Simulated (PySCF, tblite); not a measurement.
# C₃H₆BF₃Si: geometry, infrared bands and NMR shifts

Aim: predict the infrared bands and NMR shifts of C₃H₆BF₃Si (`FB(F)[C@@H]1CC[Si@H]1F`).

The runs use tblite 0.8.0 and PySCF 2.14.0, with density-fitted response routines of our own; the level of theory stands in each step. All values are computed, except where a source is named. Atoms are numbered from 0 throughout.

## (1) The starting structure

14 atoms, charge 0, multiplicity 1; geometry from: force field or distance geometry start.

Bonds of the start (Å): F0–B1 1.47, B1–F2 1.42, B1–C3 1.57, C3–C4 1.51, C4–C5 1.51, C5–Si6 1.87, Si6–F7 1.68, Si6–C3 1.84, C3–H8 1.13, C4–H9 1.10, C4–H10 1.11, C5–H11 1.10, C5–H12 1.12, Si6–H13 1.45.

## (2) Geometry optimisation with GFN2-xTB

What the job is given:

```
{"job": {"kind": "relax", "xc": "GFN2-xTB", "basis": "xTB"}, "charge": 0, "multiplicity": 1}
F      3.209600    -0.175800     0.239900
B      1.949700    -0.240300    -0.516400
F      2.071700    -0.114500    -1.929800
C      0.617200    -0.146900     0.299100
C     -0.490700    -1.092600    -0.102800
C     -1.583900    -0.092500     0.189900
Si    -0.409500     1.364000     0.089000
F     -0.426900     2.336000     1.460000
H      0.834600    -0.320200     1.392900
H     -0.525100    -1.364100    -1.169300
H     -0.589200    -1.957600     0.588100
H     -2.336800    -0.036700    -0.604600
H     -1.972800    -0.195900     1.236100
H     -0.348500     2.036700    -1.194400
```

Launch:

```sh
$ OMP_NUM_THREADS=1 python probes_run.py task.json out
```

The driver reads the jobs from task.json and runs them one after another.

**Question.** This job is followed by: GFN2-xTB harmonic vibrations, gas phase; GIAO PBE0/pcSseg-1 NMR shielding, non-relativistic, gas phase. What will the session give for the following? strongest single infrared mode (GFN2-xTB); zero-point energy (GFN2-xTB); ¹³C shifts against TMS (PBE0/pcSseg-1); ¹H shifts against TMS (PBE0/pcSseg-1); ¹⁹F shifts against CFCl3 (PBE0/pcSseg-1, means over atoms taken as alike); ¹¹B shifts against BF3·OEt2 (PBE0/pcSseg-1); ²⁹Si shifts against TMS (PBE0/pcSseg-1); surface potential, 1st and 99th percentile.

As calculated:

| quantity | value |
| --- | --- |
| strongest single infrared mode (GFN2-xTB) | 1323 cm⁻¹, 369 km/mol |
| zero-point energy (GFN2-xTB) | 57.7 kcal/mol |
| ¹³C shifts against TMS (PBE0/pcSseg-1) | 29.8, 26.6, 16.1 ppm |
| ¹H shifts against TMS (PBE0/pcSseg-1) | 5.63, 2.37, 2.26, 2.19, 2.07, 1.83 ppm |
| ¹⁹F shifts against CFCl3 (PBE0/pcSseg-1, means over atoms taken as alike) | -81.3, -171.8 ppm |
| ¹¹B shifts against BF3·OEt2 (PBE0/pcSseg-1) | 27.7 ppm |
| ²⁹Si shifts against TMS (PBE0/pcSseg-1) | 26.4 ppm |
| surface potential, 1st and 99th percentile | -0.90 V and 1.76 V |

**Reading.** The optimisation took 92 steps and gained 1.152 eV; among the close pairs (by a distance rule), F0–B1 changed most, from 1.471 to 1.325 Å. All 36 modes are real, so the xTB geometry is a minimum. The strongest single mode, at 1323 cm⁻¹, is carried by B1, C3, H8, H9. GFN2-xTB is a fitted tight-binding method: band positions and strengths are rough. Its intensities can rank the bands wrongly. At PBE0/pcSseg-1: Shielding is most anisotropic at F0, F2 (span 283 ppm, paramagnetic term -216 ppm).
